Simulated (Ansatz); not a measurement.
**GaBN (doublet): wave-function methods side by side at distance N2–Ga3 = 2.322 Å, cc-pVDZ**

Aim: climb from Hartree-Fock through coupled cluster and multireference methods for GaBN (doublet) at one geometry and basis, and see what each rung misses.

The runs use Ansatz 0.2.0, Gaussian basis; cc-pVDZ, core rule «outside noble gas», up to 16 orbitals frozen.

The runs, in order: UHF; CCSD(T) on ROHF; CCSD(T) on UHF; BCCD(T) on ROHF; CISD; CCSDT(Q) on ROHF; CCSDT(Q) on UHF; CASSCF and MRCISD+Q, 3 electrons in 3 orbitals; CASSCF and NEVPT2, 3 electrons in 3 orbitals; CASSCF and NEVPT2, 9 electrons in 11 orbitals.

30 further runs of the same task are left out: 1 for a known fault of the program, 1 for a mislabelled method, 25 that didn't finish, 3 set aside as unsound or not needed.

## Step 1: What is computed

The geometry derives from a PBE0/def2-TZVP stationary point (not a proven minimum). One bond is set to the value named and the two fragments are kept rigid. No spin-orbit coupling is included. The filled d shell of Ga may be among the frozen orbitals whatever the setting's name suggests; the logs give the count.

3 atoms, charge 0, spin multiplicity 2.

Atoms are counted from 1 here; the program's logs count them from 0.

Bond lengths: B1–N2 1.262 Å, N2–Ga3 2.322 Å. Angles: B1–N2–Ga3 180.0°.

## Step 2: UHF

The input, in.yaml:

```yaml
crystal:
  periodic: [false, false, false]
  atoms:
    - {symbol: B, position_ang: [0.000000, 0.000000, -1.615333]}
    - {symbol: N, position_ang: [0.000000, 0.000000, -0.353333]}
    - {symbol: Ga, position_ang: [0.000000, 0.000000, 1.968667]}
basis:
  gaussian: {orbitals: cc-pVDZ}
magnetization: {spin_polarized: true, initial_magnetization: 1}
hamiltonian: {xc: hf}
output: {orbitals: {seedname: orbitals}}
```

Launch:

```console
$ ansatz run in.yaml --threads 1 --pin off --events-out ev --progress --plain --max-ram 2393MiB
```

The runs that follow: CCSD(T) on ROHF; CCSD(T) on UHF; BCCD(T) on ROHF; CISD; CCSDT(Q) on ROHF; CCSDT(Q) on UHF; CASSCF and MRCISD+Q, 3 electrons in 3 orbitals; CASSCF and NEVPT2, 3 electrons in 3 orbitals; CASSCF and NEVPT2, 9 electrons in 11 orbitals.

Before running them: what should the planned runs give, taken together? Wanted: UCCSDT(Q) below the RHF energy; RMP2 from UCCSDT(Q); UMP2 from UCCSDT(Q); RCCSD from UCCSDT(Q); RCCSD(T) from UCCSDT(Q); UCCSD(T) from UCCSDT(Q); RCCSDT(Q) from UCCSDT(Q); NEVPT2 pair from UCCSDT(Q); MRCISD+Q pair from UCCSDT(Q).

**Answer**, as computed:

```
                         quantity            value
   UCCSDT(Q) below the RHF energy       -8.1856 eV
              RMP2 from UCCSDT(Q)  +20.22 kcal/mol
              UMP2 from UCCSDT(Q)  +23.42 kcal/mol
             RCCSD from UCCSDT(Q)  +10.17 kcal/mol
          RCCSD(T) from UCCSDT(Q)   +1.52 kcal/mol
          UCCSD(T) from UCCSDT(Q)   +1.82 kcal/mol
         RCCSDT(Q) from UCCSDT(Q)   +0.16 kcal/mol
       NEVPT2 pair from UCCSDT(Q)  +19.51 kcal/mol
     MRCISD+Q pair from UCCSDT(Q)   +5.80 kcal/mol
    NEVPT2 valence from UCCSDT(Q)  +21.46 kcal/mol
levels within 1 kcal/mol (43 meV)        RCCSDT(Q)
                    T1 diagnostic            0.030
   effectively unpaired electrons             1.10
```

In words: RCCSD(T) lands +1.52 kcal/mol from the yardstick (0.8 % of the correlation energy). One determinant dominates. Of the multireference levels listed MRCISD+Q pair comes nearest in total energy (+5.80 kcal/mol), which doesn't show that its space is the better one. These misses are within one basis, not against nature; the frozen cores of restricted and unrestricted runs differ, which can shift their rows.
